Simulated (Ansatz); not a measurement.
GdO: equation of state with r2SCAN

The system is GdO.

```xyz
2
Lattice="0.0000 2.7000 2.7000 2.7000 0.0000 2.7000 2.7000 2.7000 0.0000" Properties=species:S:1:pos:R:3 pbc="T T T"
Gd    0.0000    0.0000    0.0000
O     4.0500    4.0500    4.0500
```

```json
{
  "Program": "Ansatz 0.2.0",
  "Task": "equation of state",
  "Functional": "r2SCAN",
  "Potentials or basis": "Ansatz PAW",
  "Cutoff": "500 eV",
  "Density cutoff": "2000 eV",
  "k mesh": "9 × 9 × 9",
  "Occupations": "fermi-dirac, width 0.05 eV",
  "Spin": "collinear spin, ferromagnetic start",
  "Starting moments": "[7.0, 0.0] μB"
}
```

```json
{
  "Equilibrium volume": "19.25 Å³/atom",
  "Bulk modulus": "109 GPa",
  "Pressure derivative of the bulk modulus": "4.0"
}
```

Energy against volume, from the lowest point:
| volume (Å³/atom) | energy (meV/atom) |
| --- | --- |
| 18.502 | 10.49 |
| 18.896 | 2.24 |
| 19.289 | 0.00 |
| 19.683 | 3.16 |
| 20.077 | 11.20 |
| 20.470 | 23.65 |
| 20.864 | 40.07 |

All runs of the series together: 91 s on 2 threads of Arm Neoverse V1 (shared host).

Caveat: the magnetic or orbital state may not be the lowest; the PAW data sets were made with another functional, which shifts forces and pressure a little; without U or exact exchange the open f shell lies at the Fermi level, which spoils levels, moments and volumes. The state reached can hang on the start; a lower one may exist.
